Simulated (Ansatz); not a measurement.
# BiTe (R-3m) in Ansatz: notebook

One crystal, BiTe, is run at these levels: PBE; tasks: single point, equation of state.

All numbers are computed with Ansatz 0.2.0; they aren't measurements. Logs are shortened: lines on timing, memory, paths and dates and some standing lists are left out, and cuts for length are marked.

## (1) The structure

Symmetry: R-3m, No. 166, trigonal system. The conventional cell has a = 4.845 Å, b = 4.845 Å, c = 9.952 Å, α = 90.00°, β = 90.00°, γ = 120.00°. Bi (site symmetry -3m) is surrounded by 6 Te at 3.25 Å. Te (site symmetry -3m) is surrounded by 6 Bi at 3.25 Å.

The cell comes from a database or a generator and needn't be the stable form of this composition.

## (2) Single point, PBE, 31.70 Å³/atom (volume scaled by 0.94)

File input.yaml:

```yaml
crystal:
  lattice:
    - [2.3732508797, 1.3701970343, 3.2495731172]
    - [-2.3732508797, 1.3701970343, 3.2495731172]
    - [0.0, -2.7403940685, 3.2495731172]
  atoms:
    - { symbol: Bi, position: [0.5, 0.5, 0.5] }
    - { symbol: Te, position: [0.0, 0.0, 0.0] }
hamiltonian:
  xc: pbe
  pseudopotentials: { kind: nc, accuracy: stringent }
kpoints:
  mp_grid: { grid: [7, 7, 7] }
scf:
  occupations: { method: fermi_dirac, width: 0.05 }
output:
  forces: true
  stress: true
  eigenvalues: true
```

Potentials or basis: PseudoDojo stringent (PBE files).

Launch:

```
ansatz run input.yaml --threads 2 --pin off --max-ram 5632MiB --backend cpu --events-out ev --progress --plain --runs-dir out
```

Output:

```text
Warning: RAYON_NUM_THREADS=2 ignored (pool sized by the plan → 2); use --threads N
Engine: ansatz 0.2.0, x86_64-unknown-linux-gnu
Pseudopotentials: kind: nc
Pseudopotential: Bi, nc, valence charge 23, recommended cutoff 1197.300995 eV (normal), Bi.nc.azcp (PseudoDojo's, or run here from an input of PseudoDojo's; its table is named by hamiltonian.pseudopotentials.accuracy)
Pseudopotential: Te, nc, valence charge 24, recommended cutoff 1450 eV (normal), Te.nc.azcp (PseudoDojo's, or run here from an input of PseudoDojo's; its table is named by hamiltonian.pseudopotentials.accuracy)
Functional definition: PBE
  parameter kappa = 0.804
  parameter beta = 0.06672455060314922
  exchange = pbe_x(kappa = kappa, mu = beta*pi^2/3)
  correlation = pbe_c(beta = beta)
Crystal: 2 atoms, lattice volume = 63.402 Å³
Basis set: ecut = 1450 eV, 7971 PW (Γ), exchange–correlation on 108×108×108 points (8 copies of the dense FFT grid, shifted against one another)
Bands: 29, of which v1, the nominal top of the filled ones, is band 24 counted from 1 (23 counted from 0)
Symmetry: 12 space group operations
Space group: R-3m (ITA 166), of the structure as read, at distance tolerance 4.0e-5 Å
k-points: 44 of 343
Non-local potential: Bi, projectors of the file, l = 0: 2, l = 1: 2, l = 2: 2, l = 3: 1
Non-local potential: Te, projectors of the file, l = 0: 2, l = 1: 2, l = 2: 2, l = 3: 2
Initial density: superposition of atomic densities (chi_scale 0.1, normalization cell, long waves kept (reshape's long-wave potential 0.00 eV rms))
Initial wavefunctions: pseudopotential atomic-orbital guess
Functional: x = pbe(κ = 0.804, μ = 0.2195149727645171), c = pbe(β = 0.06672455060314922)
SCF iter   1: F=—  HF=-13953.254915 eV  |F-HF|=—  |Δ(HF+E_count)|=         —  Δρ=1.12e-2  dr2=6.43e-2  ethr=3.10e-3  ⟨swp⟩=8.3  Hψ=6217  notcnv=0
preconditioner: auto → LDOS  [metal: Δε(μ)=0.024 eV  Ē_g=10.499 eV  σ=0.050 eV  W_gap=0.12  n_scr=14 (ndim 8)  ℏωp=15.5 eV  f_vac=0.019  D(μ)=1.42/eV (n_scr^D=14)  β→1.0]
SCF iter   2: F=—  HF=-13953.264173 eV  |F-HF|=—  |Δ(HF+E_count)|=   9.26e-3  Δρ=3.33e-3  dr2=5.29e-3  ethr=1.37e-4  ⟨swp⟩=3.2  Hψ=3033  notcnv=0  defer=30
SCF iter   3: F=—  HF=-13953.264713 eV  |F-HF|=—  |Δ(HF+E_count)|=   5.39e-4  Δρ=8.16e-4  dr2=1.65e-4  ethr=1.12e-5  ⟨swp⟩=2.0  Hψ=2276  notcnv=0  defer=30
SCF iter   4: F=—  HF=-13953.264708 eV  |F-HF|=—  |Δ(HF+E_count)|=   4.42e-6  Δρ=7.45e-5  dr2=1.93e-6  ethr=3.50e-7  ⟨swp⟩=3.0  Hψ=2581  notcnv=0  defer=30
SCF iter   5: F=—  HF=-13953.265361 eV  |F-HF|=—  |Δ(HF+E_count)|=   6.53e-4  Δρ=1.78e-5  dr2=1.23e-7  ethr=2.13e-10  ⟨swp⟩=14.3  Hψ=8887  notcnv=0
SCF iter   6: F=-13953.265361 eV  HF=-13953.265361 eV  |F-HF|=7.28e-11  |Δ(HF+E_count)|=   1.89e-8  Δρ=1.11e-6  dr2=4.45e-10  ethr=2.13e-10  ⟨swp⟩=6.0  Hψ=5336  notcnv=0
SCF 1 converged in 6 iterations: F = -13953.265361 eV  dr2 = 4.45e-10
SCF converged after 6 iterations
Free energy (F): -13953.265361 eV
Harris-Foulkes:  -13953.265361 eV  (|F-HF|=7.28e-11)
Internal energy: -13953.252818 eV  (E = F + TS)
E sigma→0 (E₀):  -13953.259089 eV
Entropy (-TS):   -0.012543 eV (-6.271 meV/atom)
Fermi energy:    12.677267 eV
--- Per-component energies (eV) ---
  E_band       = -1916.772061
  E_kinetic    = 4342.799654
  E_local      = -13575.195090  (includes V_loc(G=0)·N_el)
  E_nonlocal   = -24.327362
  E_hartree    = 4408.378461
  E_xc         = -1957.284454
  E_vxc        = -1476.806634  (∫ρ·V_xc dr)
  E_ewald      = -7147.624026
  E_smearing   = -0.012543  (= −TS)
  E_closure    = -0.000000  (closes the sum)
  Σ components = -13953.265361   (vs F -13953.265361, Δ=0.00e0)
--- Forces (eV/Å), atoms counted from 1 ---
  atom   1  Bi    -0.00000000    -0.00000000     0.00000000
  atom   2  Te    -0.00000000     0.00000000     0.00000000
  max |Σ_I F_I| component: 5.10e-29 eV/Å
--- Stress (GPa, compression-positive) ---
        3.987222       0.000000       0.000000
        0.000000       3.987222      -0.000000
       -0.000000      -0.000000       2.875074
  P = ⅓ Tr σ = 3.6165 GPa (36.165 kbar)
--- Band table (eV; the first three rows and the last of 44) ---
  k-point 0: bands = ["-147.3546", "-141.2563", "-97.3969", "-97.3969", "-97.3554", "-79.3440", "-79.3440", "-79.3205", "-24.6759", "-24.6759", "-24.6424", "-24.6424", "-24.6275", "-10.6179", "-10.6179", "-10.6032", "-10.6032", "-10.5829", "-1.2673", "4.5971", "9.5530", "9.5530", "10.9493", "14.6751", "15.3237", "15.3237", "16.6236", "16.6236", "19.1566"]
  k-point 1: bands = ["-147.3546", "-141.2563", "-97.3969", "-97.3969", "-97.3554", "-79.3440", "-79.3440", "-79.3206", "-24.6759", "-24.6759", "-24.6424", "-24.6421", "-24.6274", "-10.6180", "-10.6175", "-10.6046", "-10.6015", "-10.5824", "-1.0795", "4.0678", "9.6758", "9.8894", "10.8666", "13.9981", "14.5468", "14.7164", "16.9249", "17.1516", "19.0639"]
  k-point 2: bands = ["-147.3546", "-141.2563", "-97.3969", "-97.3969", "-97.3554", "-79.3440", "-79.3440", "-79.3206", "-24.6757", "-24.6757", "-24.6425", "-24.6416", "-24.6273", "-10.6188", "-10.6174", "-10.6072", "-10.5979", "-10.5805", "-0.5244", "2.8802", "10.0381", "10.4351", "10.9740", "12.7932", "13.2308", "13.8226", "17.7780", "17.8321", "20.2809"]
  k-point 43: bands = ["-147.3546", "-141.2563", "-97.3969", "-97.3969", "-97.3554", "-79.3440", "-79.3440", "-79.3206", "-24.6759", "-24.6758", "-24.6407", "-24.6407", "-24.6275", "-10.6277", "-10.6257", "-10.5860", "-10.5855", "-10.5854", "1.1788", "1.6708", "8.5522", "9.6069", "9.7751", "11.8536", "12.0365", "13.3852", "19.8583", "20.4906", "20.9526"]
```

It took 8.4 s on 2 threads of AMD EPYC 7R43 (Zen 3), shared host; peak memory 0.71 GiB.

What came out:

* Free energy: -13953.2654 eV
* Pressure: 3.6 GPa
* Band gap on the k mesh: none (metal or under the smearing width)

Caveat: spin-orbit coupling is left out, which moves the levels of the heavy elements.

## (3) Single point, PBE, 32.38 Å³/atom (volume scaled by 0.96)

Edit input.yaml of step 2 so:

```diff
@@ -2,5 +2,5 @@
   lattice:
-    - [2.3732508797, 1.3701970343, 3.2495731172]
-    - [-2.3732508797, 1.3701970343, 3.2495731172]
-    - [0.0, -2.7403940685, 3.2495731172]
+    - [2.3899644647, 1.3798466271, 3.2724581889]
+    - [-2.3899644647, 1.3798466271, 3.2724581889]
+    - [0.0, -2.7596932542, 3.2724581889]
   atoms:
@@ -19 +19,5 @@
   eigenvalues: true
+  write_density: true
+  write_potential: true
+  elf: true
+  volumetric_format: npy
```

Potentials or basis: PseudoDojo stringent (PBE files).

Launch:

```
ansatz run input.yaml --threads 2 --pin off --max-ram 5632MiB --backend cpu --events-out ev --progress --plain --runs-dir out
```

Run time: 13 s. Hardware: 2 threads of AMD EPYC 7R43 (Zen 3), shared host; peak memory 0.71 GiB.

It converged, with:

```
Free energy            : -13953.2903 eV
Pressure               : 2.3 GPa
Band gap on the k mesh : none (metal or under the smearing width)
```

Caveat: spin-orbit coupling is left out, which moves the levels of the heavy elements.

## (4) Single point, PBE, 33.05 Å³/atom (volume scaled by 0.98)

File input.yaml:

```yaml
crystal:
  lattice:
    - [2.4064474992, 1.3893631114, 3.2950275793]
    - [-2.4064474992, 1.3893631114, 3.2950275793]
    - [0.0, -2.7787262229, 3.2950275793]
  atoms:
    - { symbol: Bi, position: [0.5, 0.5, 0.5] }
    - { symbol: Te, position: [0.0, 0.0, 0.0] }
hamiltonian:
  xc: pbe
  pseudopotentials: { kind: nc, accuracy: stringent }
kpoints:
  mp_grid: { grid: [7, 7, 7] }
scf:
  occupations: { method: fermi_dirac, width: 0.05 }
output:
  forces: true
  stress: true
  eigenvalues: true
```

Launch:

```
ansatz run input.yaml --threads 2 --pin off --max-ram 5632MiB --backend cpu --events-out ev --progress --plain --runs-dir out
```

Wall time 8 s (2 threads of AMD EPYC 7R43 (Zen 3), shared host); peak memory 0.73 GiB.

It converged, with:

```yaml
Free_energy: -13953.3051 eV
Pressure: 1.2 GPa
Band_gap_on_the_k_mesh: none (metal or under the smearing width)
```

Caveat: spin-orbit coupling is left out, which moves the levels of the heavy elements.

## (5) Single point, PBE, 33.72 Å³/atom

Edit input.yaml of step 4 so:

```diff
@@ -2,5 +2,5 @@
   lattice:
-    - [2.4064474992, 1.3893631114, 3.2950275793]
-    - [-2.4064474992, 1.3893631114, 3.2950275793]
-    - [0.0, -2.7787262229, 3.2950275793]
+    - [2.4227077728, 1.3987509848, 3.3172919545]
+    - [-2.4227077728, 1.3987509848, 3.3172919545]
+    - [0.0, -2.7975019696, 3.3172919545]
   atoms:
```

Launch:

```
ansatz run input.yaml --threads 2 --pin off --max-ram 5632MiB --backend cpu --events-out ev --progress --plain --runs-dir out
```

Run time: 9.4 s. Hardware: 2 threads of AMD EPYC 7R43 (Zen 3), shared host; peak memory 0.73 GiB.

It converged, with:

```yaml
Free_energy: -13953.3107 eV
Pressure: 0.2 GPa
Band_gap_on_the_k_mesh: none (metal or under the smearing width)
```

Caveat: spin-orbit coupling is left out, which moves the levels of the heavy elements.

## (6) Single point, PBE, 34.40 Å³/atom (volume scaled by 1.02)

Edit input.yaml of step 5 so:

```diff
@@ -2,5 +2,5 @@
   lattice:
-    - [2.4227077728, 1.3987509848, 3.3172919545]
-    - [-2.4227077728, 1.3987509848, 3.3172919545]
-    - [0.0, -2.7975019696, 3.3172919545]
+    - [2.4387526627, 1.4080145063, 3.3392614156]
+    - [-2.4387526627, 1.4080145063, 3.3392614156]
+    - [0.0, -2.8160290126, 3.3392614156]
   atoms:
```

Potentials or basis: PseudoDojo stringent (PBE files).

Launch:

```
ansatz run input.yaml --threads 2 --pin off --max-ram 5632MiB --backend cpu --events-out ev --progress --plain --runs-dir out
```

It took 9.6 s on 2 threads of AMD EPYC 7R43 (Zen 3), shared host; peak memory 0.78 GiB.

It converged, with:

```yaml
Free_energy: -13953.3081 eV
Pressure: -0.8 GPa
Band_gap_on_the_k_mesh: none (metal or under the smearing width)
```

Caveat: spin-orbit coupling is left out, which moves the levels of the heavy elements.

## (7) Single point, PBE, 35.07 Å³/atom (volume scaled by 1.04)

Edit input.yaml of step 6 so:

```diff
@@ -2,5 +2,5 @@
   lattice:
-    - [2.4387526627, 1.4080145063, 3.3392614156]
-    - [-2.4387526627, 1.4080145063, 3.3392614156]
-    - [0.0, -2.8160290126, 3.3392614156]
+    - [2.4545891627, 1.4171577139, 3.3609455389]
+    - [-2.4545891627, 1.4171577139, 3.3609455389]
+    - [0.0, -2.8343154277, 3.3609455389]
   atoms:
```

Launch:

```
ansatz run input.yaml --threads 2 --pin off --max-ram 5632MiB --backend cpu --events-out ev --progress --plain --runs-dir out
```

It took 9.8 s on 2 threads of AMD EPYC 7R43 (Zen 3), shared host; peak memory 0.78 GiB.

Results (log left out):

* Free energy: -13953.2982 eV
* Pressure: -1.6 GPa
* Band gap on the k mesh: none (metal or under the smearing width)

Caveat: spin-orbit coupling is left out, which moves the levels of the heavy elements.

## (8) Single point, PBE, 35.75 Å³/atom (volume scaled by 1.06)

Edit input.yaml of step 7 so:

```diff
@@ -2,5 +2,5 @@
   lattice:
-    - [2.4545891627, 1.4171577139, 3.3609455389]
-    - [-2.4545891627, 1.4171577139, 3.3609455389]
-    - [0.0, -2.8343154277, 3.3609455389]
+    - [2.4702239101, 1.4261844395, 3.3823534125]
+    - [-2.4702239101, 1.4261844395, 3.3823534125]
+    - [0.0, -2.852368879, 3.3823534125]
   atoms:
```

Launch:

```
ansatz run input.yaml --threads 2 --pin off --max-ram 5632MiB --backend cpu --events-out ev --progress --plain --runs-dir out
```

It took 9.5 s on 2 threads of AMD EPYC 7R43 (Zen 3), shared host; peak memory 0.79 GiB.

Results (log left out):

- Free energy: -13953.2817 eV
- Pressure: -2.3 GPa
- Band gap on the k mesh: none (metal or under the smearing width)

Caveat: spin-orbit coupling is left out, which moves the levels of the heavy elements.

## (9) Equation of state, PBE

Potentials or basis: PseudoDojo stringent.

No new run: the results of the series are fitted here.

Results:

```yaml
Equilibrium_volume: 33.84 Å³/atom
Bulk_modulus_at_fixed_shape_and_positions: 48 GPa
Pressure_derivative_of_the_bulk_modulus: 4.6
```

Energy against volume, from the lowest point:
```tsv
volume (Å³/atom)	energy (meV/atom)
31.701	22.65
32.376	10.17
33.050	2.80
33.725	0.00
34.399	1.29
35.074	6.25
35.748	14.47
```

Caveat: the cell was scaled at fixed shape and fractional positions, which overstates the stiffness of a crystal with free parameters, most of all of layers and chains; spin-orbit coupling is left out, which moves the levels of the heavy elements.
